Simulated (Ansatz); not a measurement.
Predict the output of the script below (Ansatz 0.2.0 through its Python package).

`bde_ch4alclos.py`
```python
"""Cost of removing each kind of hydrogen from CH4AlClOS, fragments frozen."""

import logging
import sys

import ansatz as az
from ase import Atoms

logging.basicConfig(stream=sys.stdout, format="%(levelname)s:%(name)s:%(message)s")
log = logging.getLogger("ch4alclos")
log.setLevel(logging.INFO)


def energy(molecule, charge=0, unpaired=0):
    calc = molecule.calculation().basis(gaussian="def2-SVPD").functional("hf")
    if charge:
        calc = calc.charge(charge)
    if unpaired:
        calc = calc.spin("collinear", total=unpaired)
    report = calc.run().report
    if report["published_state_doubts"]:
        print("  doubts:", report["published_state_doubts"])
    return report["free_energy_ev"]

def without(molecule, index):
    rest = az.Crystal.molecule()
    for i, site in enumerate(molecule.cartesian_sites):
        if i != index:
            rest = rest.atom(site.symbol, site.position_ang)
    return rest


def main() -> None:
    atoms = Atoms(["C", "O", "Al", "S", "Cl", "H", "H", "H", "H"], positions=[
        (0.3993, -1.3835, -0.5604),
        (1.2374, -0.3769, -0.0752),
        (0.3016, 1.2201, 0.1938),
        (-0.6043, 1.6157, 2.1942),
        (0.1788, 2.6961, -1.4394),
        (-0.462, -1.5369, 0.1564),
        (0.9363, -2.281, -0.7299),
        (-0.0331, -1.012, -1.5611),
        (-1.8656, 1.0121, 1.8046),
    ])
    molecule = az.Crystal.molecule_from_ase(atoms)

    whole = energy(molecule, 0)
    hydrogen = energy(az.Crystal.molecule().atom("H", (0, 0, 0)), 0, 1)
    log.info(f"E(molecule) = {whole:.5f} eV, E(H) = {hydrogen:.5f} eV")
    for index in [7, 8]:
        radical = energy(without(molecule, index), 0, 1)
        log.info(f"H{index}: homolysis {(radical + hydrogen - whole):.3f} eV")


if __name__ == "__main__":
    main()
```

```console
$ python bde_ch4alclos.py
INFO:ch4alclos:E(molecule) = -33027.06800 eV, E(H) = -13.58606 eV
INFO:ch4alclos:H7: homolysis 3.430 eV
INFO:ch4alclos:H8: homolysis 2.532 eV
```

Reading the output:
- Total energies depend on the basis set; only differences at equal settings carry meaning.
- The geometry is a force-field or estimated start, not a minimum of this method, and the basis set is short of its limit. All parts are taken at fixed geometry, without zero-point energy.
- Hartree-Fock leaves correlation out, so bond, atomisation and ionisation energies come out well too low.
- Hardware and time: 11 s on 1 thread of AMD EPYC 9R45 (Zen 5) (shared host), peak memory 0.56 GiB.
